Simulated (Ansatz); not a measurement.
**CH₃BFN (SMILES N=CBF): one structure at several levels**

The atoms stand at a frame of a short trajectory. How far do the functionals agree with CCSD(T) there?

The runs use Ansatz 0.2.0, Gaussian basis; single points in def2-TZVPP.

Correlated methods freeze the cores.

## (1) Where the work starts

SMILES `N=CBF`, 7 atoms, charge 0, spin multiplicity 1.

Atoms are counted from 1 here; the program's logs count them from 0.

Bond lengths: N1–C2 1.283 Å, N1–H5 1.026 Å, C2–B3 1.657 Å, C2–H6 1.191 Å, B3–F4 1.307 Å, B3–H7 1.200 Å. Angles: C2–N1–H5 111.7°, N1–C2–B3 113.6°, N1–C2–H6 110.8°, B3–C2–H6 135.6°, C2–B3–F4 112.2°, C2–B3–H7 133.6°, F4–B3–H7 114.2°.

As a file:

```xyz
7

N     0.49673    0.88108   -1.04137
C    -0.14985    0.77474    0.06159
B    -0.25964   -0.78245    0.61855
F     0.30695   -1.63702   -0.19216
H     0.84641   -0.02757   -1.36542
H    -0.55907    1.83631    0.41508
H    -0.68476   -1.27126    1.62834
```

## (2) PBE-D4/def2-TZVPP

Contents of run/in.yaml:

```yaml
crystal:
  periodic: [false, false, false]
  atoms:
    - {symbol: N, position_ang: [0.496731, 0.881078, -1.041365]}
    - {symbol: C, position_ang: [-0.149853, 0.774737, 0.061588]}
    - {symbol: B, position_ang: [-0.259642, -0.782454, 0.618548]}
    - {symbol: F, position_ang: [0.306945, -1.637025, -0.192157]}
    - {symbol: H, position_ang: [0.846408, -0.027566, -1.365421]}
    - {symbol: H, position_ang: [-0.559067, 1.836313, 0.415079]}
    - {symbol: H, position_ang: [-0.684765, -1.271263, 1.628344]}
basis:
  gaussian: {orbitals: def2-TZVPP}
hamiltonian: {xc: pbe, dispersion: d4}
output: {forces: true}
```

Run with:

```sh
$ ansatz run in.yaml --threads 2 --pin off --events-out ev --progress --plain --max-ram 3481MiB
```

## (3) r2SCAN-D4/def2-TZVPP

run/in.yaml, as its differences from that of step 2:

```diff
@@ -12,3 +12,3 @@
   gaussian: {orbitals: def2-TZVPP}
-hamiltonian: {xc: pbe, dispersion: d4}
+hamiltonian: {xc: r2scan, dispersion: d4}
 output: {forces: true}
```

## (4) PBE0-D4/def2-TZVPP

run/in.yaml, as its differences from that of step 3:

```diff
@@ -12,3 +12,3 @@
   gaussian: {orbitals: def2-TZVPP}
-hamiltonian: {xc: r2scan, dispersion: d4}
-output: {forces: true}
+hamiltonian: {xc: pbe0, dispersion: d4}
+output: {forces: true, orbitals: {seedname: orbitals}}
```

## (5) wB97M-V/def2-TZVPP

run/in.yaml, as its differences from that of step 4:

```diff
@@ -12,3 +12,3 @@
   gaussian: {orbitals: def2-TZVPP}
-hamiltonian: {xc: pbe0, dispersion: d4}
-output: {forces: true, orbitals: {seedname: orbitals}}
+hamiltonian: {xc: {name: wB97M-V}}
+output: {forces: true}
```

## (6) CCSD(T)/def2-TZVPP

run/in.yaml, as its differences from that of step 5:

```diff
@@ -12,3 +12,3 @@
   gaussian: {orbitals: def2-TZVPP}
-hamiltonian: {xc: {name: wB97M-V}}
+correlation: {method: ccsd_t}
 output: {forces: true}
```

(Steps that only read results are left out.)

**Question.** What will these runs give? Wanted: energy less free atoms, CCSD(T)/def2-TZVPP; RMS force component; RMS force error; HOMO and LUMO, PBE0-D4; T1 diagnostic.

**Answer**, as computed:

```
                                  quantity                                                             value
energy less free atoms, CCSD(T)/def2-TZVPP                                                   -641.5 kcal/mol
                       RMS force component                              0.742 to 0.807 eV/Å over the methods
                           RMS force error  PBE-D4 0.215, r2SCAN-D4 0.238, PBE0-D4 0.339, wB97M-V 0.316 eV/Å
                    HOMO and LUMO, PBE0-D4                                                -7.53 and -2.23 eV
                             T1 diagnostic                                                             0.013
```

What this shows: Against CCSD(T) the functionals' energies less atoms differ by -43.6 to -21.4 kcal/mol, PBE-D4 by -43.6 kcal/mol. A larger basis would deepen the CCSD(T) value, while the functionals are nearly converged already, so the order here is not reliable. For forces PBE-D4 does best and PBE0-D4 worst. Frozen-core CCSD(T) forces in triple zeta carry basis errors of their own, and this is one geometry, so small gaps rank nothing. The restricted Hartree–Fock reference is unstable towards an unrestricted one at one or more of these structures.
